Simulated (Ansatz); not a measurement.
# C2H2N2Si: the cost of one run

Program: Ansatz 0.2.0, Gaussian basis. Level of theory: the settings change from run to run. These are calculated values, not measurements.

### Step 1. The geometry

The geometry comes from an earlier relaxation with PBE0-D4 in a triple-zeta def2 set; it is a stationary point, not always the lowest conformer.

SMILES `N#C[SiH2]C#N`, 7 atoms, charge 0, spin multiplicity 1.

Atoms are counted from 1 here; the program's logs count them from 0.

Bond lengths: N1–C2 1.151 Å, C2–Si3 1.839 Å, Si3–C4 1.839 Å, Si3–H6 1.474 Å, Si3–H7 1.474 Å, C4–N5 1.151 Å. Angles: N1–C2–Si3 178.6°, C2–Si3–C4 107.1°, C2–Si3–H6 109.0°, C2–Si3–H7 109.0°, C4–Si3–H6 109.0°, C4–Si3–H7 109.0°, H6–Si3–H7 113.4°, Si3–C4–N5 178.6°.

### Step 2. r2SCANh/aug-pcseg-2

This run has multiplicity 3, atoms shaken by 0.15 Å, D4 dispersion, high accuracy, the search for lower states set to light.

in.yaml

```yaml
crystal:
  periodic: [false, false, false]
  atoms:
    - {symbol: N, position_ang: [0.272512, -2.424128, 0.920795]}
    - {symbol: C, position_ang: [0.552025, -1.597497, 0.580061]}
    - {symbol: Si, position_ang: [0.373805, 0.268422, 0.411173]}
    - {symbol: C, position_ang: [-0.951674, 0.564593, -1.054983]}
    - {symbol: N, position_ang: [-1.979075, 1.162132, -1.311121]}
    - {symbol: H, position_ang: [0.208797, 1.179585, 1.329316]}
    - {symbol: H, position_ang: [1.544344, 0.538448, -0.425587]}
basis:
  gaussian: {orbitals: aug-pcseg-2}
magnetization: {spin_polarized: true, initial_magnetization: 2}
hamiltonian: {xc: {name: r2SCANh}, dispersion: d4}
accuracy: high
scf: {lower_state_search: light}
output: {forces: true}
```

Command:

```console
> ansatz run in.yaml --threads 4 --pin off --events-out ev --progress --plain --max-ram 10444MiB
```

What time and memory should one allow on 4 threads of Arm Neoverse V1, shared host?

About 85 s, with a peak of 2.7 GiB.
